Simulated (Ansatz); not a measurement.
**C2H3Sb (SMILES C#[C][SbH2]): one structure at several levels**

The atoms stand at a structure displaced at random from a GFN2-xTB minimum. How far do the functionals agree with CCSD(T) there?

Program: Ansatz 0.2.0, Gaussian basis. Level of theory: single points in def2-TZVPP. These are calculated values, not measurements.

Correlated methods freeze the cores. Filled d shells of the heavier atoms are correlated. Core potentials replace the inner electrons past krypton, and spin-orbit coupling is left out.

## (1) The starting structure

SMILES `C#[C][SbH2]`, 6 atoms, charge 0, spin multiplicity 1.

Atoms are counted from 1 here; the program's logs count them from 0.

Bond lengths: C1–C2 1.242 Å, C1–H4 1.067 Å, C2–Sb3 2.033 Å, Sb3–H5 1.738 Å, Sb3–H6 1.667 Å. Angles: C2–C1–H4 175.4°, C1–C2–Sb3 173.3°, C2–Sb3–H5 88.6°, C2–Sb3–H6 90.5°, H5–Sb3–H6 88.4°.

As a file:

| atom | x (Å) | y (Å) | z (Å) |
| --- | --- | --- | --- |
| C1 | -0.36390 | -1.68350 | -0.13050 |
| C2 | 0.09500 | -0.54080 | 0.03030 |
| Sb3 | 1.00670 | 1.22970 | 0.44010 |
| H4 | -0.81290 | -2.63130 | -0.32490 |
| H5 | 0.48220 | 1.81090 | -1.11200 |
| H6 | -0.40830 | 1.82540 | 1.08990 |

## (2) CCSD(T)/def2-TZVPP

run/in.yaml reads:

```yaml
crystal:
  periodic: [false, false, false]
  atoms:
    - {symbol: C, position_ang: [-0.363900, -1.683500, -0.130500]}
    - {symbol: C, position_ang: [0.095000, -0.540800, 0.030300]}
    - {symbol: Sb, position_ang: [1.006700, 1.229700, 0.440100]}
    - {symbol: H, position_ang: [-0.812900, -2.631300, -0.324900]}
    - {symbol: H, position_ang: [0.482200, 1.810900, -1.112000]}
    - {symbol: H, position_ang: [-0.408300, 1.825400, 1.089900]}
basis:
  gaussian: {orbitals: def2-TZVPP}
correlation: {method: ccsd_t}
output: {forces: true}
```

The command line of these runs was not kept.

## (3) PBE0-D4/def2-TZVPP

Changes to run/in.yaml since step 2:

```diff
@@ -11,3 +11,3 @@
   gaussian: {orbitals: def2-TZVPP}
-correlation: {method: ccsd_t}
-output: {forces: true}
+hamiltonian: {xc: pbe0, dispersion: d4}
+output: {forces: true, orbitals: {seedname: orbitals}}
```

## (4) wB97M-V/def2-TZVPP

Changes to run/in.yaml since step 3:

```diff
@@ -11,3 +11,3 @@
   gaussian: {orbitals: def2-TZVPP}
-hamiltonian: {xc: pbe0, dispersion: d4}
-output: {forces: true, orbitals: {seedname: orbitals}}
+hamiltonian: {xc: {name: wB97M-V}}
+output: {forces: true}
```

## (5) r2SCAN-D4/def2-TZVPP

Changes to run/in.yaml since step 4:

```diff
@@ -11,3 +11,3 @@
   gaussian: {orbitals: def2-TZVPP}
-hamiltonian: {xc: {name: wB97M-V}}
+hamiltonian: {xc: r2scan, dispersion: d4}
 output: {forces: true}
```

## (6) PBE-D4/def2-TZVPP

Changes to run/in.yaml since step 5:

```diff
@@ -11,3 +11,3 @@
   gaussian: {orbitals: def2-TZVPP}
-hamiltonian: {xc: r2scan, dispersion: d4}
+hamiltonian: {xc: pbe, dispersion: d4}
 output: {forces: true}
```

## (7) BHLYP-D4/def2-TZVPP

Changes to run/in.yaml since step 6:

```diff
@@ -11,3 +11,3 @@
   gaussian: {orbitals: def2-TZVPP}
-hamiltonian: {xc: pbe, dispersion: d4}
+hamiltonian: {xc: {name: BHLYP}, dispersion: d4}
 output: {forces: true}
```

## (8) r2SCANh-D4/def2-TZVPP

Changes to run/in.yaml since step 7:

```diff
@@ -11,3 +11,3 @@
   gaussian: {orbitals: def2-TZVPP}
-hamiltonian: {xc: {name: BHLYP}, dispersion: d4}
+hamiltonian: {xc: {name: r2SCANh}, dispersion: d4}
 output: {forces: true}
```

(Steps that only read results are left out.)

Before running it: what results should come out? Wanted: energy less free atoms, CCSD(T)/def2-TZVPP; RMS force component; RMS force error; HOMO and LUMO, PBE0-D4; T1 diagnostic.

**Answer**, as computed:

| quantity | value |
| --- | --- |
| energy less free atoms, CCSD(T)/def2-TZVPP | -471.4 kcal/mol |
| RMS force component | 0.944 to 1.706 eV/Å over the methods |
| RMS force error | PBE0-D4 0.423, wB97M-V 0.528, r2SCAN-D4 0.305, PBE-D4 0.234, BHLYP-D4 0.794, r2SCANh-D4 0.395 eV/Å |
| HOMO and LUMO, PBE0-D4 | -7.34 and -0.64 eV |
| T1 diagnostic | 0.015 |

In words: Against CCSD(T) the functionals' energies less atoms differ by -27.7 to +6.2 kcal/mol, PBE-D4 by -27.7 kcal/mol. A larger basis would deepen the CCSD(T) value, while the functionals are nearly converged already, so the order here is not reliable. The forces of PBE-D4 come nearest to CCSD(T), those of BHLYP-D4 are farthest. Frozen-core CCSD(T) forces in triple zeta carry basis errors of their own, and this is one geometry, so small gaps rank nothing.
